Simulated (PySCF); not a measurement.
# FeO4 ([FeO4]4-): the cost of one run

Computed with PySCF 2.14.0 and routines of our own; the level stands in each step. Atoms count from 0.

### 1 The starting structure

5 atoms, charge -4, states of the metal's open shell are computed; geometry from: model start, shaken.

### 2 Geometry optimisation at PBE0-D3(BJ)/def2-TZVP

What the job is given:

```
{"job": {"xc": "PBE0", "basis": "def2-TZVP", "d3": "d3bj", "grid": 1, "maxiter": 45, "solvent": "water", "kind": "geom"}, "charge": -4, "metal": "Fe", "open_shell": "d4"}
Fe     0.000020     0.004480    -0.004110
O      1.040310     1.046840     1.038790
O     -1.052760    -1.033560     1.046280
O     -1.062970     1.061010    -1.048310
O      1.055250    -1.067620    -1.054100
```

Run with:

```sh
$ OMP_NUM_THREADS=1 python lf_run.py task.json out
```

This one command runs all jobs of the session in turn.

Q: Estimate the wall time and peak memory of this first job on 1 thread of Arm Neoverse V2, shared host.

About 8.4 min, with a peak of 0.93 GiB.
